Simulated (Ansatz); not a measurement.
**CH₄AlNO: how energies converge with the basis set**

An exercise on one series of results from a longer session: the logs are not shown, and one member is left open.

The runs use Ansatz 0.2.0, Gaussian basis; one geometry, several basis sets.

Levels to be run: PBE0-D4/def2-SVP; ωB97M-V/def2-SVP; PBE0-D4/def2-QZVPP; ωB97M-V/def2-QZVPP; the functionals' def2-TZVPP values are taken from earlier runs.

### The geometry

The geometry comes from an earlier relaxation with PBE0-D4 in a triple-zeta def2 set; it is a stationary point, not always the lowest conformer.

SMILES `N=[C](O)[AlH2]`, 8 atoms, charge 0, spin multiplicity 1.

Atoms are counted from 1 here; the program's logs count them from 0.

Bond lengths: N1–C2 1.271 Å, N1–H5 1.016 Å, C2–O3 1.350 Å, C2–Al4 1.987 Å, O3–H6 0.972 Å, Al4–H7 1.585 Å, Al4–H8 1.581 Å. Angles: C2–N1–H5 111.6°, N1–C2–O3 118.4°, N1–C2–Al4 124.6°, O3–C2–Al4 117.1°, C2–O3–H6 106.8°, C2–Al4–H7 113.2°, C2–Al4–H8 123.4°, H7–Al4–H8 123.4°.

Set-up of the first run:

Input file in.yaml:

```yaml
crystal:
  periodic: [false, false, false]
  atoms:
    - {symbol: N, position_ang: [0.327569, 1.298740, -0.840498]}
    - {symbol: C, position_ang: [0.373077, 0.412634, 0.069585]}
    - {symbol: O, position_ang: [1.252489, 0.576175, 1.080379]}
    - {symbol: Al, position_ang: [-0.766683, -1.213666, 0.117795]}
    - {symbol: H, position_ang: [-0.367274, 1.073196, -1.547212]}
    - {symbol: H, position_ang: [1.724937, 1.408030, 0.909219]}
    - {symbol: H, position_ang: [-1.765416, -1.312522, -1.108465]}
    - {symbol: H, position_ang: [-0.686599, -2.299687, 1.263297]}
basis:
  gaussian: {orbitals: def2-SVP}
hamiltonian: {xc: pbe0, dispersion: d4}
output: {orbitals: {seedname: orbitals}}
```

Launch:

```bash
$ ansatz run in.yaml --threads 2 --pin off --events-out ev --progress --plain --max-ram 4352MiB
```

Steps of the session up to this table: PBE0-D4 in def2-SVP; ωB97M-V in def2-SVP; PBE0-D4 in def2-QZVPP; ωB97M-V in def2-QZVPP.

One table of the session follows, with a row left open; its other results are not shown here.

It belongs to the step «Functionals by basis». 

| functional | basis | HOMO (eV) | LUMO (eV) |
| --- | --- | --- | --- |
| PBE0-D4 | def2-SVP | -7.23 | -2.03 |
| PBE0-D4 | def2-TZVPP | -7.45 | -2.11 |
| PBE0-D4 | def2-QZVPP | -7.49 | -2.14 |
| ωB97M-V | def2-SVP | -9.50 | -0.29 |
| ωB97M-V | def2-TZVPP | ? | ? |
| ωB97M-V | def2-QZVPP | -9.80 | -0.53 |

Q: Estimate the row for ωB97M-V, def2-TZVPP from the others.

As computed: HOMO (eV): -9.76; LUMO (eV): -0.43. In the column «HOMO (eV)» it lies between ωB97M-V, def2-QZVPP (-9.80) and ωB97M-V, def2-SVP (-9.50).
